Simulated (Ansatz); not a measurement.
# FH3OZn: the cost of one run

Method: UKS CAM-B3LYP/def2-SVP, in Ansatz 0.2.0.

1 further run of the same task is left out (it didn't finish).

## (1) The system as given

Bond lengths: Zn1–O3 1.736 Å, Zn1–F5 2.127 Å, O3–H6 0.957 Å. Angles: Zn1–O3–H6 119.6°, O3–Zn1–F5 118.4°.

Coordinates:

```xyz
6

Zn   -0.2583   -0.2757    0.1503
H    -0.2762    1.5144    1.0762
O     0.3505   -1.8061   -0.3990
H    -0.0511    1.7221    0.1413
F     0.1506    1.4537   -1.0180
H     0.0845   -2.6083    0.0491
```

## (2) A restrained relaxation towards end A

Springs on the bonds that form and break draw the guess towards this end; the thresholds are loose.

File input.yaml:

```yaml
crystal:
  periodic: [false, false, false]
  atoms:
    - { symbol: Zn, position_ang: [-0.2583, -0.2757, 0.1503] }
    - { symbol: H, position_ang: [-0.2762, 1.5144, 1.0762] }
    - { symbol: O, position_ang: [0.3505, -1.8061, -0.399] }
    - { symbol: H, position_ang: [-0.0511, 1.7221, 0.1413] }
    - { symbol: F, position_ang: [0.1506, 1.4537, -1.018] }
    - { symbol: H, position_ang: [0.0845, -2.6083, 0.0491] }
magnetization:
  spin_polarized: true
basis:
  gaussian: { orbitals: def2-SVP }
hamiltonian:
  xc: cam_b3lyp
relax:
  f_tol: 0.15
  max_steps: 25
  restrain:
    - { distance: [0, 4], at: 3.09, k: 30.0 }
    - { distance: [3, 1], at: 1.92, k: 30.0 }
    - { distance: [0, 1], at: 1.53, k: 30.0 }
    - { distance: [3, 4], at: 0.88, k: 30.0 }
```

The run is started by

```sh
ansatz run input.yaml --threads 2 --pin off --max-ram 3072MiB --backend cpu --events-out ev --progress --plain --runs-dir out
```

What time and memory should one allow on 2 threads of Arm Neoverse N1, shared host?

About 37 s, with a peak of 0.22 GiB.
